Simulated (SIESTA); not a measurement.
# TiO under changes of volume

One of the cells (10.529 Å³/atom); the others are scaled copies at fixed shape and fractional positions:

```
Ti O
1.0
     5.02213    0.00000    0.00000
    -2.51106    4.34929    0.00000
     0.00000    0.00000    2.89234
Ti O
3 3
Direct
  0.00000 0.00000 0.00000
  0.33333 0.66667 0.50000
  0.66667 0.33333 0.50000
  0.00000 0.39444 0.00000
  0.39444 0.00000 0.00000
  0.60556 0.60556 0.00000
```

The cell comes from a database or a generator and needn't be the stable form of this composition.

| Quantity | Value |
| --- | --- |
| Program | SIESTA 5.4.2 |
| Functional | PBEsol |
| Potentials or basis | PseudoDojo 0.4 standard (PBEsol files) |
| Basis | DZP (energy shift 0.003 Ry; two zetas on semicore shells) |
| Grid cutoff | 800 Ry |
| Energy shift | 0.003 Ry |
| k mesh | 6 × 6 × 9 |
| Occupations | fermi-dirac, width 0.05 eV |
| Spin | no spin polarisation |

| volume (Å³/atom) | energy over the lowest point (meV/atom) | pressure (GPa) | largest force (eV/Å) |
| --- | --- | --- | --- |
| 9.704 | 17.38 | 12.5 | 0.242 |
| 9.910 | ? | ? | ? |
| 10.117 | 0.00 | 1.4 | 0.101 |
| 10.529 | 8.50 | -7.7 | 0.023 |
| 10.736 | 20.82 | -11.3 | 0.079 |
| 10.942 | 37.74 | -14.9 | 0.130 |

Task: What does the run at 9.910 Å³/atom give?

Result: Energy over the lowest point 5.12 meV/atom; pressure 6.6 GPa; largest force 0.170 eV/Å.

Worked out: A Birch-Murnaghan fit of order 3 (a polynomial in V^(-2/3)) to the other rows has its minimum at 10.17 Å³/atom with B0 = V·E''(V) = 239 GPa and B' = 4.5 at fixed shape and positions, which overstates the stiffness. It gives 5.10 meV/atom at 9.910 Å³/atom, against the run's 5.12, and -dE/dV = 6.7 GPa, against 6.6.

Energies are extrapolated to zero smearing.

Caveats: the basis of atomic orbitals isn't converged, which shifts pressures, moduli and gaps.
